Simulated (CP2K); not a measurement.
**Two attempts at SnH4O (Sn(OH)H3)**

Wanted: energy and gradient of SnH4O (Sn(OH)H3), GFN0-xTB.

The calculation is run with CP2K 2026.2.

1 further run of the same task is left out (set aside as unsound or not needed).

## Step 1: The system as given

SnH4O: 6 atoms, total charge 0, spin state singlet. As SMILES, `[H][Sn]([H])([H])[OH]`. Geometry: a GFN2-xTB relaxation, a rough one for these elements and not checked as a minimum.

Bond lengths: Sn1–O2 1.938 Å, O2–H3 0.954 Å, Sn1–H4 1.666 Å, Sn1–H5 1.667 Å, Sn1–H6 1.644 Å. Angles: Sn1–O2–H3 118.3°, O2–Sn1–H4 108.6°, O2–Sn1–H5 108.5°, O2–Sn1–H6 100.8°, H4–Sn1–H5 111.0°, H4–Sn1–H6 113.6°, H5–Sn1–H6 113.7°.

## Step 2: The input as first written

File qs.inp:

```
&FORCE_EVAL
   METHOD QS
   &DFT
      &QS
         METHOD XTB
         EPS_DEFAULT 1.0E-10
         &XTB
            GFN_TYPE 0
            CHECK_ATOMIC_CHARGES F
         &END XTB
      &END QS
      &POISSON
         PERIODIC NONE
         POISSON_SOLVER ANALYTIC
      &END POISSON
      &SCF
         SCF_GUESS ATOMIC
         EPS_SCF 1.0E-07
         MAX_SCF 75
         ADDED_MOS 4
         &DIAGONALIZATION
            ALGORITHM STANDARD
         &END DIAGONALIZATION
         &MIXING
            METHOD DIRECT_P_MIXING
            ALPHA 0.4
         &END MIXING
         &SMEAR ON
            METHOD FERMI_DIRAC
            ELECTRONIC_TEMPERATURE [K] 300
         &END SMEAR
      &END SCF
      &PRINT
         &MOMENTS
            PERIODIC F
            REFERENCE COM
            MAX_MOMENT 1
         &END MOMENTS
         &MO ON
            ENERGIES T
            OCCUPATION_NUMBERS T
            NDIGITS 6
            &EACH
               QS_SCF 0
            &END EACH
            ADD_LAST NUMERIC
         &END MO
         &HIRSHFELD OFF
         &END HIRSHFELD
      &END PRINT
   &END DFT
   &SUBSYS
      &CELL
         ABC 12.5 13.2 13.5
         PERIODIC NONE
      &END CELL
      &COORD
         Sn    -0.113799    -0.215977    -0.933374
         O     -0.131563    -0.221722     2.729690
         H      0.622079     1.171120     3.590291
         H      2.876069    -0.216222    -1.921492
         H     -1.635331     2.351670    -1.938349
         H     -1.617454    -2.868850    -1.526766
      &END COORD
      &TOPOLOGY
         &CENTER_COORDINATES
         &END CENTER_COORDINATES
      &END TOPOLOGY
   &END SUBSYS
   &PRINT
      &FORCES ON
      &END FORCES
   &END PRINT
&END FORCE_EVAL
&GLOBAL
   PROJECT qs
   RUN_TYPE ENERGY_FORCE
   PRINT_LEVEL MEDIUM
&END GLOBAL
```

The run is started by

```sh
OMP_NUM_THREADS=1 cp2k.psmp -i qs.inp -o qs.out
```

Standard output:

```text
CP2K| version string:                                       CP2K version 2026.2
[...]
 GLOBAL| Method name                                                        CP2K
[...]
 GLOBAL| Run type                                                   ENERGY_FORCE
[...]
 GENERATE| WARNING:: No connections detected for Hydrogen - Atom Nr:         4 !
 GENERATE| WARNING:: No connections detected for Hydrogen - Atom Nr:         5 !
 GENERATE| WARNING:: No connections detected for Hydrogen - Atom Nr:         6 !
 GENERATE|  Preliminary Number of Bonds generated:                             0
 GENERATE|  Achieved consistency in connectivity generation.
[...]
                             - Atoms:                                          6
[...]
                             - Spherical basis functions:                     21
[...]
 Number of electrons:                                                         14
[...]
  Fermi energy:                                                -0.43167191849690
[...]
 TB_DIPOLE| Moment [Debye]         -0.19732566      -0.16241969      25.97620468
 TB_DIPOLE| Derivative [a.u.]       0.00000000       0.00000000       0.00000000
[...]
 ENERGY| Total FORCE_EVAL ( QS ) energy [hartree]             -7.501038011193569
 FORCES| Atomic forces [hartree/bohr]
 FORCES|   Atom     x               y               z               |f|
 FORCES|      1 -9.65147066E-04 -1.82006955E-03 -1.02254840E-02   1.04309484E-02
 FORCES|      2  3.52586308E-02  6.51046933E-02  3.21691538E-02   8.07257492E-02
 FORCES|      3 -3.52247175E-02 -6.51000780E-02 -4.01443530E-02   8.42043345E-02
 FORCES|      4 -2.02025542E-02  7.04951861E-05  6.80573771E-03   2.13182136E-02
 FORCES|      5  1.03355644E-02 -1.73034335E-02  6.91661842E-03   2.13089726E-02
 FORCES|      6  1.07982237E-02  1.90483926E-02  4.47832707E-03   2.23494588E-02
 FORCES| Sum    -1.73472348E-17  6.24500451E-17  1.30104261E-17
 FORCES| Total atomic force                                       6.61075327E-17
[...]
```

Run time: 0.44 s. Hardware: 1 thread of Arm Neoverse N1, shared host; peak memory 0.14 GiB.

## Step 3: What went wrong

The run finished; that doesn't make the result usable.

The cause is that numbers in bohr are read as ångström, which stretches the molecule by 1.89. As the program read them, the closest atoms are 1.80 Å apart, against 0.95 Å in the sound input.

## Step 4: The mended input

File molecule.xyz:

```xyz
6

Sn    -0.060220    -0.114290    -0.493920
O     -0.069620    -0.117330     1.444490
H      0.329190     0.619730     1.899900
H      1.521950    -0.114420    -1.016810
H     -0.865380     1.244450    -1.025730
H     -0.855920    -1.518130    -0.807930
```

File run.inp:

```
&GLOBAL
 PROJECT run
 RUN_TYPE ENERGY_FORCE
 PRINT_LEVEL MEDIUM
&END GLOBAL

&FORCE_EVAL
 METHOD Quickstep
 &DFT
  ! Quickstep
  &QS
   METHOD XTB
   EPS_DEFAULT 1.0E-10
   &XTB
    GFN_TYPE 0
    CHECK_ATOMIC_CHARGES F
   &END XTB
  &END QS
  ! isolated system
  &POISSON
   PERIODIC NONE
   POISSON_SOLVER ANALYTIC
  &END POISSON
  ! self-consistent field
  &SCF
   SCF_GUESS ATOMIC
   EPS_SCF 1.0E-07
   MAX_SCF 150
   ADDED_MOS 4
   &DIAGONALIZATION
    ALGORITHM STANDARD
   &END DIAGONALIZATION
   &MIXING
    METHOD DIRECT_P_MIXING
    ALPHA 0.4
   &END MIXING
   &SMEAR ON
    METHOD FERMI_DIRAC
    ELECTRONIC_TEMPERATURE [K] 300
   &END SMEAR
  &END SCF
  ! extra output
  &PRINT
   &MOMENTS
    PERIODIC F
    REFERENCE COM
    MAX_MOMENT 1
   &END MOMENTS
   &MO ON
    ENERGIES T
    OCCUPATION_NUMBERS T
    NDIGITS 6
    &EACH
     QS_SCF 0
    &END EACH
    ADD_LAST NUMERIC
   &END MO
   &HIRSHFELD OFF
   &END HIRSHFELD
  &END PRINT
 &END DFT
 ! atoms, cell and kinds
 &SUBSYS
  ! vacuum box
  &CELL
   ABC 10.4 10.8 10.9
   PERIODIC NONE
  &END CELL
  &TOPOLOGY
   COORD_FILE_NAME molecule.xyz
   COORD_FILE_FORMAT XYZ
   &CENTER_COORDINATES
   &END CENTER_COORDINATES
  &END TOPOLOGY
 &END SUBSYS
 &PRINT
  &FORCES ON
  &END FORCES
 &END PRINT
&END FORCE_EVAL
```

The run is started by

```sh
OMP_NUM_THREADS=1 cp2k.psmp -i run.inp > run.out 2>&1
```

Standard output:

```text
CP2K| version string:                                       CP2K version 2026.2
[...]
 GLOBAL| Method name                                                        CP2K
[...]
 GLOBAL| Run type                                                   ENERGY_FORCE
[...]
                             - Atoms:                                          6
[...]
                             - Spherical basis functions:                     21
[...]
 Number of electrons:                                                         14
[...]
  Fermi energy:                                                -0.23855023163462
[...]
 TB_DIPOLE| Moment [Debye]          0.24441924       0.44657245      -1.06598469
 TB_DIPOLE| Derivative [a.u.]       0.00000000       0.00000000       0.00000000
[...]
 ENERGY| Total FORCE_EVAL ( QS ) energy [hartree]             -7.890290029516101
 FORCES| Atomic forces [hartree/bohr]
 FORCES|   Atom     x               y               z               |f|
 FORCES|      1  3.70451531E-03  6.81432090E-03  1.57546609E-02   1.75604027E-02
 FORCES|      2 -1.66491862E-03 -3.03657863E-03 -5.75009021E-03   6.71239907E-03
 FORCES|      3  1.15558638E-03  2.03514390E-03  5.67560061E-06   2.34034672E-03
 FORCES|      4 -3.53734478E-03 -8.41066939E-04 -2.94934434E-03   4.68175541E-03
 FORCES|      5  1.12461386E-03 -3.57561069E-03 -2.95702497E-03   4.77427951E-03
 FORCES|      6 -7.82452154E-04 -1.39620854E-03 -4.10387699E-03   4.40493314E-03
 FORCES| Sum     1.03432887E-16  4.92227786E-17 -4.77048956E-17
 FORCES| Total atomic force                                       1.24084653E-16
[...]
```

Wall time 0.42 s (1 thread of Arm Neoverse N1, shared host); peak memory 0.14 GiB.

## Step 5: Outcome

Level: GFN0-xTB.

| quantity | value |
| --- | --- |
| total energy | -7.89029 Eh |
| dipole moment (from atomic charges alone) | 1.18 D |
| HOMO energy | -11.80 eV |
| LUMO energy | -5.58 eV |
| HOMO–LUMO gap | 6.23 eV |
| dispersion energy | -2.55 kJ/mol |
| largest force on an atom | 0.903 eV/Å |

In words: The first attempt's energy was +10.592 eV off this one. The dipole comes from point charges on the atoms alone, without atomic dipoles, so it is partial. The largest force is 0.90 eV/Å: the shape isn't a stationary point for this species at this level.
